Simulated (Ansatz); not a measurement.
**Si20H30 bond sphere (Si20H29) (doublet): inputs that go wrong**

2 inputs were typed for Si20H30 bond sphere (Si20H29) (doublet). Each is run as it stands; the log then has to tell whether the result can be used.

Computed with Ansatz 0.2.0, Gaussian basis. Level: the settings change from run to run.

### 1 The geometry

An earlier PBE-D4/def2-SVP relaxation fixed the geometry.

49 atoms, charge 0, spin multiplicity 2.

Atoms are counted from 1 here; the program's logs count them from 0.

Bond lengths: Si1–Si11 2.358 Å, Si1–Si12 2.358 Å, Si1–Si13 2.363 Å, Si1–H21 1.512 Å, Si2–Si11 2.358 Å, Si2–Si14 2.357 Å, Si2–H22 1.504 Å, Si2–H23 1.510 Å, Si3–Si13 2.364 Å, Si3–Si15 2.357 Å, Si3–Si16 2.357 Å, Si3–H24 1.512 Å, Si4–Si14 2.358 Å, Si4–Si15 2.358 Å, Si4–H25 1.510 Å, Si4–H26 1.504 Å, Si5–Si12 2.364 Å, Si5–Si17 2.343 Å and more. Angles: Si11–Si1–Si12 102.8°, Si11–Si1–Si13 113.5°, Si11–Si1–H21 108.8°, Si12–Si1–Si13 114.0°, Si12–Si1–H21 108.8°, Si13–Si1–H21 108.7°, Si11–Si2–Si14 112.0°, Si11–Si2–H22 109.6°, Si11–Si2–H23 108.5°, Si14–Si2–H22 111.7°, Si14–Si2–H23 107.1°, H22–Si2–H23 107.8°, Si13–Si3–Si15 113.3°, Si13–Si3–Si16 113.2°, Si13–Si3–H24 109.3°, Si15–Si3–Si16 102.9°, Si15–Si3–H24 108.9°, Si16–Si3–H24 108.9° and more.

As a file:

```
Si   -1.9674   -2.0246   -0.7744
Si   -2.1083    0.8054   -3.4708
Si   -1.9767    0.7058    1.9716
Si   -2.1141    3.4037   -0.8583
Si    0.8493   -2.1750   -3.4676
Si    0.7717   -2.0228    1.9704
Si    3.4697   -2.1737   -0.8432
Si    0.7419    0.6934   -0.7405
Si    0.8520    3.4034    2.1149
Si    3.4671    0.8066    2.1154
Si   -3.3366   -0.7887   -2.2429
Si   -0.7488   -3.4117   -2.2403
Si   -0.6164   -0.6731    0.6156
Si   -0.6430    2.0404   -2.0981
Si   -3.3447    2.1719    0.7322
Si   -0.7401    2.1712    3.3429
Si    2.0518   -0.7496   -2.0485
Si    2.2405   -3.4093    0.7545
Si    2.2371   -0.7867    3.3426
Si    2.0965    2.0406    0.6473
H    -2.8462   -2.8902    0.0993
H    -1.3759    0.1235   -4.5938
H    -3.0761    1.7891   -4.0830
H    -2.8537   -0.1614    2.8461
H    -3.0791    4.0211   -1.8415
H    -1.3827    4.5237   -0.1704
H     0.1661   -1.4269   -4.5790
H     1.8354   -3.1358   -4.0848
H    -0.1033   -2.8893    2.8471
H     4.0882   -3.1357   -1.8274
H     4.5801   -1.4248   -0.1595
H     0.1644    4.5218    1.3808
H     1.8324    4.0230    3.0814
H     4.5908    0.1239    1.3849
H     4.0781    1.7910    3.0831
H    -3.9504   -1.7714   -3.2106
H    -4.4591   -0.1042   -1.5120
H    -1.7375   -4.0445   -3.1918
H    -0.0473   -4.5193   -1.5035
H     0.2233    2.9202   -2.9697
H    -4.4623    1.4359    0.0452
H    -3.9643    3.1392    1.7114
H    -1.7203    3.1382    3.9614
H    -0.0551    1.4346    4.4613
H     1.5050   -4.5175    0.0526
H     3.1909   -4.0413    1.7447
H     3.2037   -1.7693    3.9581
H     1.5044   -0.1020    4.4638
H     2.9692    2.9211   -0.2170
```

### 2 Input 1

The input, in.yaml:

```yaml
crystal:
  periodic: [false, false, false]
  atoms:
    - {symbol: Si, position_ang: [-1.814388, -2.209689, -0.727894]}
    - {symbol: Si, position_ang: [-2.298413, 0.641632, -3.341854]}
    - {symbol: Si, position_ang: [-1.584777, 0.421254, 1.913354]}
    - {symbol: Si, position_ang: [-2.236058, 3.346576, -0.774169]}
    - {symbol: Si, position_ang: [0.786681, -2.212669, -3.379265]}
    - {symbol: Si, position_ang: [0.894916, -1.916994, 1.990016]}
    - {symbol: Si, position_ang: [3.737957, -2.132616, -1.109585]}
    - {symbol: Si, position_ang: [0.849349, 0.430956, -0.748718]}
    - {symbol: Si, position_ang: [0.886338, 3.547536, 2.190502]}
    - {symbol: Si, position_ang: [3.355177, 0.653831, 2.200348]}
    - {symbol: Si, position_ang: [-3.343034, -0.672296, -2.108176]}
    - {symbol: Si, position_ang: [-0.837916, -3.139435, -2.150511]}
    - {symbol: Si, position_ang: [-0.784296, -0.734004, 0.731284]}
    - {symbol: Si, position_ang: [-0.708206, 1.845791, -1.669010]}
    - {symbol: Si, position_ang: [-3.312675, 2.395794, 0.855281]}
    - {symbol: Si, position_ang: [-0.878375, 2.481752, 3.492110]}
    - {symbol: Si, position_ang: [2.105166, -0.806380, -2.236730]}
    - {symbol: Si, position_ang: [2.393657, -3.521064, 0.802275]}
    - {symbol: Si, position_ang: [2.326040, -0.939328, 3.278323]}
    - {symbol: Si, position_ang: [2.051513, 1.843794, 0.793207]}
    - {symbol: H, position_ang: [-2.792489, -2.977017, -0.188568]}
    - {symbol: H, position_ang: [-1.277950, 0.129383, -4.563287]}
    - {symbol: H, position_ang: [-2.825926, 2.027766, -3.816174]}
    - {symbol: H, position_ang: [-3.185427, -0.094127, 2.868027]}
    - {symbol: H, position_ang: [-2.994227, 4.034408, -2.080115]}
    - {symbol: H, position_ang: [-1.323759, 4.930505, -0.387979]}
    - {symbol: H, position_ang: [0.337720, -1.371615, -4.519910]}
    - {symbol: H, position_ang: [1.805842, -3.153070, -4.042210]}
    - {symbol: H, position_ang: [-0.070798, -2.839807, 2.878845]}
    - {symbol: H, position_ang: [4.114710, -3.289972, -1.817605]}
    - {symbol: H, position_ang: [4.307861, -1.411703, -0.026648]}
    - {symbol: H, position_ang: [0.010676, 4.354462, 1.235631]}
    - {symbol: H, position_ang: [1.934677, 3.712924, 3.106442]}
    - {symbol: H, position_ang: [4.840123, 0.017896, 1.354538]}
    - {symbol: H, position_ang: [3.951633, 1.694205, 3.002075]}
    - {symbol: H, position_ang: [-3.722407, -1.749439, -3.103749]}
    - {symbol: H, position_ang: [-4.469659, -0.140231, -1.433229]}
    - {symbol: H, position_ang: [-1.943468, -4.031088, -3.091918]}
    - {symbol: H, position_ang: [0.192993, -4.674478, -1.310483]}
    - {symbol: H, position_ang: [0.067831, 3.002299, -3.250703]}
    - {symbol: H, position_ang: [-4.877534, 1.264985, 0.018139]}
    - {symbol: H, position_ang: [-4.072233, 3.107403, 1.493819]}
    - {symbol: H, position_ang: [-1.654759, 2.826569, 3.942352]}
    - {symbol: H, position_ang: [-0.223881, 1.638273, 4.535679]}
    - {symbol: H, position_ang: [1.377087, -4.591266, -0.096319]}
    - {symbol: H, position_ang: [2.967858, -4.331541, 1.627008]}
    - {symbol: H, position_ang: [3.211246, -1.765120, 4.022335]}
    - {symbol: H, position_ang: [1.592702, -0.128180, 4.786680]}
    - {symbol: H, position_ang: [2.882276, 3.011109, -0.164081]}
basis:
  gaussian: {orbitals: 6-31G, fitting: {mean_field: def2-universal-jkfit}}
total_charge: -1
hamiltonian: {xc: {name: HF}}
correlation: {method: mp2, frozen_orbitals: {Si: 9}}
output: {forces: true}
```

Launch:

```bash
$ ansatz run in.yaml --threads 2 --pin off --events-out ev --progress --plain --max-ram 22528MiB --backend cuda --devices 0, --max-vram 18GiB
```

Log:

```text
Functional definition: HF
  name "HF"
  cite "Fock, Z. Phys. 61, 126 (1930) doi:10.1007/BF01340294"
  parent pbe
  exchange = exact_x
  correlation = 0
Error: "frozen_orbitals" has no count for H
```

Wall time 0.91 s (1 × H100 (card shared with other runs) with 2 threads of AMD EPYC 7R13, shared host).

Diagnosis: Refused before any calculation. Frozen orbitals are typed for one element alone, and the program wants a count for each. It also asks for charge -1 and multiplicity 1, another species or state than the molecule above. Its coordinates are also moved off the relaxed structure. To mend it, leave frozen_orbitals out, or give every element a count that its core really has, and set charge and spin to those of the species named.

### 3 Input 2

The input, in.yaml:

```yaml
crystal:
  periodic: [false, false, false]
  atoms:
    - {symbol: Si, position_ang: [-1.974107, -2.037736, -0.743815]}
    - {symbol: Si, position_ang: [-2.049362, 0.775196, -3.458541]}
    - {symbol: Si, position_ang: [-2.013214, 0.677076, 1.948494]}
    - {symbol: Si, position_ang: [-2.097878, 3.400973, -0.867524]}
    - {symbol: Si, position_ang: [0.844573, -2.194430, -3.421729]}
    - {symbol: Si, position_ang: [0.822591, -1.968756, 1.989409]}
    - {symbol: Si, position_ang: [3.442071, -2.145944, -0.816371]}
    - {symbol: Si, position_ang: [0.788389, 0.700317, -0.736372]}
    - {symbol: Si, position_ang: [0.861219, 3.403778, 2.115393]}
    - {symbol: Si, position_ang: [3.480765, 0.787437, 2.140519]}
    - {symbol: Si, position_ang: [-3.350459, -0.822793, -2.261583]}
    - {symbol: Si, position_ang: [-0.730655, -3.388640, -2.241862]}
    - {symbol: Si, position_ang: [-0.627224, -0.640104, 0.636033]}
    - {symbol: Si, position_ang: [-0.586957, 1.988159, -2.063128]}
    - {symbol: Si, position_ang: [-3.342188, 2.179153, 0.666675]}
    - {symbol: Si, position_ang: [-0.790527, 2.140957, 3.389755]}
    - {symbol: Si, position_ang: [2.143142, -0.733523, -2.082522]}
    - {symbol: Si, position_ang: [2.219267, -3.418786, 0.732949]}
    - {symbol: Si, position_ang: [2.212757, -0.746463, 3.358545]}
    - {symbol: Si, position_ang: [2.112191, 2.038092, 0.650322]}
    - {symbol: H, position_ang: [-2.852894, -2.811729, 0.107167]}
    - {symbol: H, position_ang: [-1.350055, 0.096700, -4.599608]}
    - {symbol: H, position_ang: [-3.112868, 1.705686, -4.068165]}
    - {symbol: H, position_ang: [-2.871046, -0.150744, 2.818676]}
    - {symbol: H, position_ang: [-3.019028, 4.042631, -1.864240]}
    - {symbol: H, position_ang: [-1.383852, 4.492755, -0.193235]}
    - {symbol: H, position_ang: [0.138005, -1.428413, -4.612623]}
    - {symbol: H, position_ang: [1.804569, -3.153614, -4.097835]}
    - {symbol: H, position_ang: [-0.097230, -2.875271, 2.821524]}
    - {symbol: H, position_ang: [4.120105, -3.208639, -1.783192]}
    - {symbol: H, position_ang: [4.608216, -1.435852, -0.190908]}
    - {symbol: H, position_ang: [0.097638, 4.506056, 1.342055]}
    - {symbol: H, position_ang: [1.806481, 3.966781, 3.015359]}
    - {symbol: H, position_ang: [4.600704, 0.123516, 1.385860]}
    - {symbol: H, position_ang: [4.054175, 1.803001, 3.070724]}
    - {symbol: H, position_ang: [-3.902569, -1.816572, -3.167451]}
    - {symbol: H, position_ang: [-4.442459, -0.066380, -1.480857]}
    - {symbol: H, position_ang: [-1.725484, -4.100878, -3.199447]}
    - {symbol: H, position_ang: [-0.068269, -4.497103, -1.540426]}
    - {symbol: H, position_ang: [0.227909, 2.959037, -2.965822]}
    - {symbol: H, position_ang: [-4.515730, 1.480771, 0.063081]}
    - {symbol: H, position_ang: [-3.936046, 3.170008, 1.739280]}
    - {symbol: H, position_ang: [-1.681847, 3.131341, 3.982333]}
    - {symbol: H, position_ang: [-0.067719, 1.427416, 4.440412]}
    - {symbol: H, position_ang: [1.514151, -4.501210, 0.082046]}
    - {symbol: H, position_ang: [3.206422, -4.062319, 1.738793]}
    - {symbol: H, position_ang: [3.238869, -1.773805, 3.988811]}
    - {symbol: H, position_ang: [1.502158, -0.089379, 4.499465]}
    - {symbol: H, position_ang: [2.977835, 2.938598, -0.214800]}
basis:
  gaussian: {orbitals: def2-SVP, fitting: {mean_field: def2-universal-jkfit}}
magnetization: {spin_polarized: true, initial_magnetization: 1}
hamiltonian: {xc: {name: HF}}
correlation: {method: mp2, frozen_orbitals: {Si: 0}}
scf: {omitted_lower_state_checks: [starts]}
output: {forces: true}
```

Same command.

Log:

```text
Functional definition: HF
  name "HF"
  cite "Fock, Z. Phys. 61, 126 (1930) doi:10.1007/BF01340294"
  parent pbe
  exchange = exact_x
  correlation = 0
these checks for a lower state are left out or cut short: starts
Error: "frozen_orbitals" has no count for H
```

It took 1.5 s on 1 × H100 (card shared with other runs) with 2 threads of AMD EPYC 7R13, shared host.

Diagnosis: The program refused the input. Frozen orbitals are typed for one element alone, and the program wants a count for each. Its coordinates are also moved off the relaxed structure. To mend it, leave frozen_orbitals out, or give every element a count that its core really has.

### 4 How the tries ended

| input | level | ended | cause | time |
| --- | --- | --- | --- | --- |
| 1 | MP2/6-31G | refused | frozen orbitals are typed for one element alone, and the program wants a count for each | 0.91 s |
| 2 | MP2/def2-SVP | refused | frozen orbitals are typed for one element alone, and the program wants a count for each | 1.5 s |

In words: 2 refused. A refusal costs next to no computing time.
